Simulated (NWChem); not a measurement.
**CHClI (SMILES Cl[CH]I): levels of theory compared**

We compute a comparison of 5 runs (UHF/STO-3G, UHF/3-21G, UPBE/def2-SVP, U-r2SCAN/def2-SVPD, UB3LYP/def2-SVPD) of CHClI. 

Program for the calculation: NWChem 7.3.0.

### Step 1. The structure to begin with

CHClI: 4 atoms, total charge 0, spin state doublet. SMILES: `Cl[CH]I`. The coordinates come from a PBE0-D4/def2-TZVP relaxation.

Bond lengths: Cl1–C2 1.686 Å, C2–I3 2.044 Å, C2–H4 1.081 Å. Angles: Cl1–C2–I3 121.3°, Cl1–C2–H4 117.2°, I3–C2–H4 117.7°.

### Step 2. Energy and forces at UHF/STO-3G (run 1)

chcli.nw reads:

```
start chcli
title "CHClI"
memory stack 880 mb heap 220 mb global 1100 mb

geometry noautosym nocenter noautoz
 Cl      -1.529900       0.107400      -0.630600
 C        0.011600       0.214700       0.044300
 I        0.942400      -1.424700       0.835400
 H        0.631300       1.042400      -0.269500
end

basis spherical bse
 * library STO-3G
end

scf
 doublet
 uhf
 thresh 1e-08
 maxiter 80
end

task scf gradient
```

On the command line:

```
$ nwchem chcli.nw > chcli.out
```

Log:

```text
[...]
  functions       =    42
[...]
  wavefunction    = UHF
[...]
         Total SCF energy =  -7343.196249349841
      One electron energy = -10674.080243084371
      Two electron energy =   3053.158478699110
 Nuclear repulsion energy =    277.725515035419
                       Sz =      0.5000
                 Sz(Sz+1) =      0.7500
                      S^2 =      0.7734
[...]
                         UHF ENERGY GRADIENTS
    atom               coordinates                        gradient
                 x          y          z           x          y          z
   1 Cl     -2.891092   0.202957  -1.191661    0.062345  -0.000062   0.029051
   2 C       0.021921   0.405724   0.083715   -0.055016  -0.005772  -0.026010
   3 I       1.780878  -2.692293   1.578677   -0.008157   0.011754  -0.006823
   4 H       1.192984   1.969850  -0.509281    0.000828  -0.005920   0.003782
[...]
```

Wall time 8.1 s (1 thread of AMD EPYC 7R13 (Zen 3), shared host); peak memory 0.097 GiB.

### Step 3. Energy and gradient at UHF/3-21G (run 2)

run.py reads:

```python
from ase import Atoms
from ase.calculators.nwchem import NWChem

mol = Atoms(['Cl', 'C', 'I', 'H'], positions=[
    [-1.529900, 0.107400, -0.630600],
    [0.011600, 0.214700, 0.044300],
    [0.942400, -1.424700, 0.835400],
    [0.631300, 1.042400, -0.269500],
])

calc = NWChem(
    label='a',
    theory='scf',
    memory='2200 mb',
    basis='3-21G',
    basispar='spherical bse',
    scf={'nopen': '1', 'uhf': None, 'thresh': '1e-08', 'maxiter': '80'},
)
mol.calc = calc

forces = mol.get_forces()
print(f"energy = {mol.get_potential_energy():.6f} eV")
print("forces (eV/A):")
for s, f in zip(mol.symbols, forces):
    print(f"{s:2s} {f[0]:10.5f} {f[1]:10.5f} {f[2]:10.5f}")
```

On the command line:

```
$ export ASE_NWCHEM_COMMAND="nwchem PREFIX.nwi > PREFIX.nwo"
$ python run.py
```

Log:

```text
energy = -200895.231743 eV
forces (eV/A):
Cl   -2.85974   -0.03754   -1.23737
C     2.53156    1.52240    0.39472
I     0.73791   -1.22050    0.68402
H    -0.40968   -0.26436    0.15869
```

The calculator wrote a.nwi:

```
title "a"

permanent_dir a

scratch_dir a

start a

geometry units angstrom nocenter noautosym noautoz
  Cl -1.5299000000000000e+00 1.0740000000000000e-01 -6.3060000000000005e-01
  C  1.1599999999999999e-02 2.1470000000000000e-01 4.4299999999999999e-02
  I  9.4240000000000002e-01 -1.4247000000000001e+00 8.3540000000000003e-01
  H  6.3129999999999997e-01 1.0424000000000000e+00 -2.6950000000000002e-01
end

memory 2200 mb

basis spherical bse noprint
   * library 3-21G
end

scf
  nopen 1
  uhf
  thresh 1e-08
  maxiter 80
end

task scf gradient
```

a.nwo:

```text
Northwest Computational Chemistry Package (NWChem) 7.3.0
             --------------------------------------------------------

           Job information
           ---------------

    nwchem branch   = 7.3.0
    use scalapack   = T
    input           = a.nwi
    prefix          = a.
    data base       = a/a.db
    status          = startup
    nproc           =        1

           Memory information
           ------------------

    heap     =     72089596 doubles =      550.0 Mbytes
    stack    =     72089601 doubles =      550.0 Mbytes
    global   =    144179200 doubles =     1100.0 Mbytes (distinct from heap & stack)
    total    =    288358397 doubles =     2200.0 Mbytes
    verify   = yes
    hardfail = no

[... 37 lines left out ...]
            Nuclear Dipole moment (a.u.)
[... 75 lines left out ...]
 1-e energy   =  -10714.387982
[... 7 lines left out ...]
         Quadratically convergent UHF
[... 15 lines left out ...]
       Final UHF  results
[... 3 lines left out ...]
      One electron energy = -10713.839105627460
[... 1 line left out ...]
 Nuclear repulsion energy =    277.725515035419
[... 61 lines left out ...]
          Final beta eigenvalues
[... 218 lines left out ...]
                     UHF Final Beta Molecular Orbital Analysis
[... 236 lines left out ...]
  wavefunction    =   UHF

                         UHF ENERGY GRADIENTS

    atom               coordinates                        gradient
                 x          y          z           x          y          z
   1 Cl     -2.891092   0.202957  -1.191661    0.055613   0.000730   0.024063
   2 C       0.021921   0.405724   0.083715   -0.049231  -0.029606  -0.007676
   3 I       1.780878  -2.692293   1.578677   -0.014350   0.023735  -0.013302
   4 H       1.192984   1.969850  -0.509281    0.007967   0.005141  -0.003086

                 ----------------------------------------
                 |  Time  |  1-e(secs)   |  2-e(secs)   |
                 ----------------------------------------
                 |  CPU   |       0.00   |       2.09   |
                 ----------------------------------------
                 |  WALL  |       0.00   |       2.09   |
                 ----------------------------------------

 Task  times  cpu:        7.3s     wall:        7.3s
 Total times  cpu:        7.4s     wall:        7.4s
```

It took 9 s on 1 thread of AMD EPYC 7R13 (Zen 3), shared host; peak memory 0.095 GiB.

Runs 3 to 4 aren't shown in full; the table further down has their settings and results.

### Step 4. Energy and gradient at UB3LYP/def2-SVPD (core potential) (run 5)

nw.nw reads:

```
echo
START nw
memory stack 880 mb heap 220 mb global 1100 mb
charge 0
GEOMETRY units angstroms noautosym nocenter noautoz
Cl    -1.529900     0.107400    -0.630600
C      0.011600     0.214700     0.044300
I      0.942400    -1.424700     0.835400
H      0.631300     1.042400    -0.269500
END
BASIS "ao basis" spherical bse
* library def2-SVPD
END
ECP bse
I library def2-SVPD
END
DFT
xc b3lyp
mult 2
grid fine
convergence energy 1e-08
iterations 100
mulliken
END
TASK dft gradient
```

On the command line:

```
$ nwchem nw.nw > nw.out
```

Log:

```text
[...]
          Wavefunction type:  spin polarized.
          No. of atoms     :     4
          No. of electrons :    49
[...]
          Charge           :     0
          Spin multiplicity:     2
[...]
          AO basis - number of functions:    90
[...]
              XC Information
              --------------
                         B3LYP Method XC Potential
                     Hartree-Fock (Exact) Exchange  0.200
                        Slater Exchange Functional  0.800 local
                    Becke 1988 Exchange Functional  0.720 non-local
              Lee-Yang-Parr Correlation Functional  0.810
                  VWN I RPA Correlation Functional  0.190 local
[...]
 d= 0,ls=0.0,diis     1   -796.4183658136 -9.48D+02  7.50D-03  1.36D-01     2.3
[...]
 d= 0,ls=0.0,diis    12   -796.4821228779 -3.43D-10  1.55D-07  3.29D-11    21.6
[...]
         Total DFT energy =     -796.482122877932
      One electron energy =    -1505.821648952732
           Coulomb energy =      614.206597676364
    Exchange-Corr. energy =      -56.328316420612
 Nuclear repulsion energy =      151.461244819048
[...]
      Total Density - Mulliken Population Analysis
     ---------------------------------------------
    Atom       Charge   Shell Charges
 -----------   ------   -------------------------------------------------------
    1 Cl  17    17.27   2.00  1.98  1.31  0.63  0.03  5.93  2.17  2.94  0.18  0.05  0.06
    2 C    6     5.88   1.99  0.97  0.07 -0.04  1.97  0.86  0.04  0.03
    3 I   25    24.77   0.22  1.83  1.38  0.50  0.01  3.11  2.94  2.62  2.04  0.06  9.79  0.27 -0.00
    4 H    1     1.09   0.74  0.26  0.02  0.06
[...]
      <S2> =      0.7554 (Exact =     0.7500)
[...]
  wavefunction    = open shell
                         DFT ENERGY GRADIENTS
    atom               coordinates                        gradient
                 x          y          z           x          y          z
   1 Cl     -2.891092   0.202957  -1.191661    0.013729  -0.000194   0.006131
   2 C       0.021921   0.405724   0.083715   -0.003408  -0.004444  -0.002587
   3 I       1.780878  -2.692293   1.578677   -0.006635   0.010215  -0.005493
   4 H       1.192984   1.969850  -0.509281   -0.003687  -0.005577   0.001949
[...]
```

Run time: 33 s. Hardware: 1 thread of AMD EPYC 7R13 (Zen 3), shared host; peak memory 0.12 GiB.

### Step 5. All runs side by side

```tsv
run	level	iteration cap	module	energy (Eh)	dipole moment (D)	HOMO energy (eV)	LUMO energy (eV)	wall time
1	UHF/STO-3G	80	scf	-7343.196249	1.41	-7.41	6.90	8.1 s
2	UHF/3-21G	80	scf	-7382.763655	1.34	-9.33	2.31	9 s
3	UPBE/def2-SVP (core potential)	100	dft	-796.112877	0.59	–	–	27 s
4	U-r2SCAN/def2-SVPD (core potential)	100	dft	-796.438974	0.75	-5.35	-2.83	39 s
5	UB3LYP/def2-SVPD (core potential)	100	dft	-796.482123	0.73	-5.95	-2.65	33 s
```

### Step 6. Summary of results

```
                                 quantity          value
                      run 5: total energy  -796.48212 Eh
                     run 5: dipole moment         0.73 D
run 5: HOMO energy (highest over α and β)       -5.95 eV
 run 5: LUMO energy (lowest over α and β)       -2.65 eV
                              run 5: ⟨S²⟩          0.755
          run 5: largest force on an atom     0.773 eV/Å
```

What this shows: The dipole moment (its size) runs from 0.59 D (UPBE/def2-SVP) to 1.41 D (UHF/STO-3G). The two ends differ in method and basis and core potential. Totals of different functionals can't be ranked against each other. Some runs of one species differ in core potentials or relativity; totals across that change don't compare. In run 1 the basis is minimal, so the values are rough. In runs 1, 2 relativity is left out where basis or elements ask for it. All runs together took 1.9 min, the longest 39 s.
